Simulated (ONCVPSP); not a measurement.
**An ONCV potential for germanium, from input to tests**

Task: generate the file, and judge it by its errors in other configurations, its logarithmic derivatives, its ghosts and its cutoff.

Program: ONCVPSP 4.0.1.1 (patched build). Reference atom: LDA (Perdew-Wang 92), scalar-relativistic, spherical and spin-unpolarised. All values are calculated.

### Step 1. Settings

Typed settings, in words:

```
element                 : germanium (Ge, Z = 32)
type                    : optimised norm-conserving Vanderbilt (ONCV)
frozen core             : [Ar] 3d10
valence charge          : 4
reference configuration : 4s2 4p1.5 (charge +0.5)
partial waves           : 4s: rc 1.45 bohr, ncon 3, nbas 6, qcut 3.6 1/bohr, 1 projector; 4p: rc 1.60 bohr, ncon 3, nbas 6, qcut 4.5 1/bohr, 2 projectors, debl 2.1 Ha; d scattering state at 0.27 Ha: rc 1.70 bohr, ncon 3, nbas 6, qcut 4.8 1/bohr, 1 projector
local potential         : polynomial inside 1.15 bohr (lpopt 5, dvloc0 1 Ha)
core correction         : Teter function, fcfact 5.5, rcfact 1.5
```

### Step 2. The generation run

Ge.dat reads:

```
# ATOM AND REFERENCE CONFIGURATION
# atsym  z   nc   nv     iexc    psfile
  Ge 32.00    6    2  -001012      upf
#
#   n    l    f
    1    0    2.00
    2    0    2.00
    2    1    6.00
    3    0    2.00
    3    1    6.00
    3    2   10.00
    4    0    2.00
    4    1    1.50
#
# PSEUDOPOTENTIAL AND OPTIMIZATION
# lmax
    2
#
#   l,   rc,      ep,       ncon, nbas, qcut
    0    1.45    0.00    3    6    3.60
    1    1.60    0.00    3    6    4.50
    2    1.70    0.27    3    6    4.80
#
# LOCAL POTENTIAL
# lloc, lpopt,  rc(5),   dvloc0
    4    5    1.15    1.00
#
# VANDERBILT-KLEINMAN-BYLANDER PROJECTORs
# l, nproj, debl
    0    1    1.80
    1    2    2.10
    2    1    0.70
#
# MODEL CORE CHARGE
# icmod, fcfact, rcfact
    3    5.50    1.50
#
# LOG DERIVATIVE ANALYSIS
# epsh1, epsh2, depsh
   -2.00    5.00    0.02
#
# OUTPUT GRID
# rlmax, drl
    6.00    0.01
#
# TEST CONFIGURATIONS
# ncnf
    4
# nvcnf
#   n    l    f
    2
    4    0    2.00
    4    1    2.00
#
    2
    4    0    2.00
    4    1    1.00
#
    2
    4    0    2.00
    4    1    0.00
#
    2
    4    0    1.00
    4    1    3.00
#
```

The run is started by

```console
$ oncvpsp.x < Ge.dat > Ge.out
```

**Question.** What will these runs give? Wanted: cutoffs for 1 and 0.1 mHa per electron, occupied waves; bound ghosts; GHOST(+) flags; largest test error; largest phase difference near zero energy, channels read; rms error of d²Exc/dn², without and with the model core.

The runs gave:

| quantity | value |
| --- | --- |
| cutoffs for 1 and 0.1 mHa per electron, occupied waves | 15 Ha and 35 Ha |
| bound ghosts | s at -19.06 eV |
| GHOST(+) flags | p at 141 eV |
| largest test error (AE − PS) | -9.6 meV, for 4s2 4p1 (1 test unsolved) |
| largest phase difference near zero energy, channels read | 0.060 rad |
| rms error of d²Exc/dn², without and with the model core | 9.21 and 1.83 mHa |

**Reading.** It has a bound ghost (s), a state that the atom doesn't have, and that rules the file out. The worst unpolarised test, 4s2 4p1, is off by 9.6 meV on 4.7 eV; by total energies transferability rates as good where solved. Atomic tests can pass in spite of a ghost, since they solve only for the levels asked. Of the tests 1 gave no usable energy difference, which is a warning in itself. By its cutoff, 15 Ha for the looser tolerance, it is soft on the atom at that tolerance. At the looser tolerance the 4s wave is the slowest; 4p needs 7 Ha. That counts occupied waves only; other projectors can need more. Of the channels read, d scatters worst near zero energy, by up to 0.06 rad. The pseudo curves have a pole with no partner nearby in the atom's: s at -0.69 Ha. The program also flags highly localised states, GHOST(+) (p).
